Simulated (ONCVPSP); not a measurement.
**An ONCV potential for Mo, from input to tests**

Do these settings give a usable potential? It is generated, then checked for transferability, scattering, ghosts and hardness.

Program: ONCVPSP 4.0.1.1 (patched build). Reference atom: LDA (Perdew-Wang 92), scalar-relativistic, spherical and spin-unpolarised. All values are calculated.

## Step 1: The design

The settings as typed:

```json
{
 "element": "molybdenum (Mo, Z = 42)",
 "type": "optimised norm-conserving Vanderbilt (ONCV)",
 "frozen core": "[Kr]",
 "valence charge": "6",
 "reference configuration": "4d5 5s1",
 "partial waves": "5s: rc 2.95 bohr, ncon 4, nbas 8, qcut 1.9 1/bohr, 2 projectors, debl 1.7 Ha; p scattering state at 0.41 Ha: rc 2.80 bohr, ncon 4, nbas 7, qcut 3.5 1/bohr, 3 projectors, debl 1.5 Ha; 4d: rc 1.95 bohr, ncon 3, nbas 7, qcut 8.4 1/bohr, 1 projector; f scattering state at 0.21 Ha: rc 2.75 bohr, ncon 4, nbas 7, qcut 3.9 1/bohr, 2 projectors, debl 3.1 Ha",
 "local potential": "polynomial inside 1.30 bohr (lpopt 5, dvloc0 2 Ha)",
 "core correction": "Teter function fitted to the true core (icmod 2), fcfact 0.75"
}
```

An earlier all-electron run gives the scale for the radii.

All-electron outer shells of the reference configuration (LDA (PZ), scalar-relativistic, ld1.x):

| shell | level (eV) | outermost node (bohr) | outermost maximum (bohr) |
| --- | --- | --- | --- |
| 4p | -38.59 | 0.52 | 1.06 |
| 5s | -4.33 | 1.34 | 2.93 |
| 4d | -3.94 | 0.53 | 1.38 |
| 5p | -1.16 | 1.54 | 4.05 |

## Step 2: The generation run

File Mo.dat:

```
# ATOM AND REFERENCE CONFIGURATION
# atsym  z   nc   nv     iexc    psfile
  Mo 42.00    8    2  -001012      upf
#
#   n    l    f
    1    0    2.00
    2    0    2.00
    2    1    6.00
    3    0    2.00
    3    1    6.00
    3    2   10.00
    4    0    2.00
    4    1    6.00
    4    2    5.00
    5    0    1.00
#
# PSEUDOPOTENTIAL AND OPTIMIZATION
# lmax
    3
#
#   l,   rc,      ep,       ncon, nbas, qcut
    0    2.95    0.00    4    8    1.90
    1    2.80    0.41    4    7    3.50
    2    1.95    0.00    3    7    8.40
    3    2.75    0.21    4    7    3.90
#
# LOCAL POTENTIAL
# lloc, lpopt,  rc(5),   dvloc0
    4    5    1.30    2.00
#
# VANDERBILT-KLEINMAN-BYLANDER PROJECTORs
# l, nproj, debl
    0    2    1.70
    1    3    1.50
    2    1    3.30
    3    2    3.10
#
# MODEL CORE CHARGE
# icmod, fcfact, rcfact
    2    0.75    1.05
#
# LOG DERIVATIVE ANALYSIS
# epsh1, epsh2, depsh
   -2.00    5.00    0.02
#
# OUTPUT GRID
# rlmax, drl
    6.00    0.01
#
# TEST CONFIGURATIONS
# ncnf
    4
# nvcnf
#   n    l    f
    2
    4    2    5.00
    5    0    0.00
#
    2
    4    2    4.00
    5    0    0.00
#
    2
    4    2    3.00
    5    0    0.00
#
    2
    4    2    2.00
    5    0    0.00
#
```

On the command line:

```
$ oncvpsp.x < Mo.dat > Mo.out
```

What does the calculation give? Wanted: cutoffs for 1 and 0.1 mHa per electron, occupied waves; bound ghosts; GHOST(+) flags; largest test error; largest phase difference near zero energy, channels read; rms error of d²Exc/dn², without and with the model core; projector energies reset by the program.

**Answer**, as computed:

| quantity | value |
| --- | --- |
| cutoffs for 1 and 0.1 mHa per electron, occupied waves | 19 Ha and 24 Ha |
| bound ghosts | s at -38.21 eV, p at -30.60 eV |
| GHOST(+) flags | p at 358 eV, f at 108 eV |
| largest test error (AE − PS) | -313 meV, for 4d3 5s0 (1 test unsolved) |
| largest phase difference near zero energy, channels read | 0.003 rad |
| rms error of d²Exc/dn², without and with the model core | 7.85 and 1.24 mHa |
| projector energies reset by the program | p: 0.050, 1.550, 3.050 Ha |

What this shows: A bound ghost (s, p) makes it unfit for use: electrons can fall into a state that the atom doesn't have. By total energies transferability is poor: the largest error is 313 meV on 49.8 eV, for 4d3 5s0. That test lies far up in energy; among those under 40 eV, nearer to bonding, the largest error is 30 meV. Of the tests 1 gave no usable energy difference, which is a warning in itself. The potential is of middling hardness: the looser tolerance needs 19 Ha. At the looser tolerance the 4d wave is the slowest; 5s needs 5 Ha. Near zero energy the phases of the channels with partial waves agree within 0.003 rad. The pseudo curves have a pole with no partner nearby in the atom's: s at -1.40 Ha. The program also flags highly localised states, GHOST(+) (p, f). These are tests on the free atom; a crystal test is still owed.
